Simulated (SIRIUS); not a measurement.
Bi2Te3 (Tellurobismuthite) under changes of volume

One of the cells (33.871 Å³/atom); the others are scaled copies at fixed shape and fractional positions:

```
Bi Te
1.0
     2.19300    1.26613   10.16567
    -2.19300    1.26613   10.16567
     0.00000   -2.53226   10.16567
Bi Te
2 3
Direct
  0.60000 0.60000 0.60000
  0.40000 0.40000 0.40000
  0.79050 0.79050 0.79050
  0.20950 0.20950 0.20950
  0.00000 0.00000 0.00000
```

```yaml
Program: SIRIUS 7.12.0
Functional: PBEsol
Potentials_or_basis: all-electron FP-LAPW
Cutoff: 157 eV
Basis: apw+lo standard
k_mesh: 6 × 6 × 6
Occupations: fermi-dirac, width 0.05 eV
Spin: no spin polarisation
```

```tsv
volume (Å³/atom)	energy over the lowest point (meV/atom)	gap on the mesh (eV)
31.839	?	?
32.517	4.68	0.22
33.194	0.00	0.23
33.871	0.42	0.24
34.549	5.09	0.25
35.226	13.44	0.26
```

What does the run at 31.839 Å³/atom give?

Energy over the lowest point 14.58 meV/atom; gap on the mesh 0.20 eV.

Worked out: A Birch-Murnaghan fit of order 3 (a polynomial in V^(-2/3)) to the other rows has its minimum at 33.47 Å³/atom with B0 = V·E''(V) = 55 GPa and B' = 7.0 at fixed shape and positions, which overstates the stiffness. It gives 15.30 meV/atom at 31.839 Å³/atom, against the run's 14.58. A straight line through the other rows of the gap, of slope 0.5 eV per unit of ln V (its deformation potential), extrapolates to 0.21 eV, against the run's 0.20.

Energies are extrapolated to zero smearing.

Caveats: spin-orbit coupling is left out, which as a rule narrows the gap of such compounds by several tenths of an eV.

A mesh can miss the band edges.
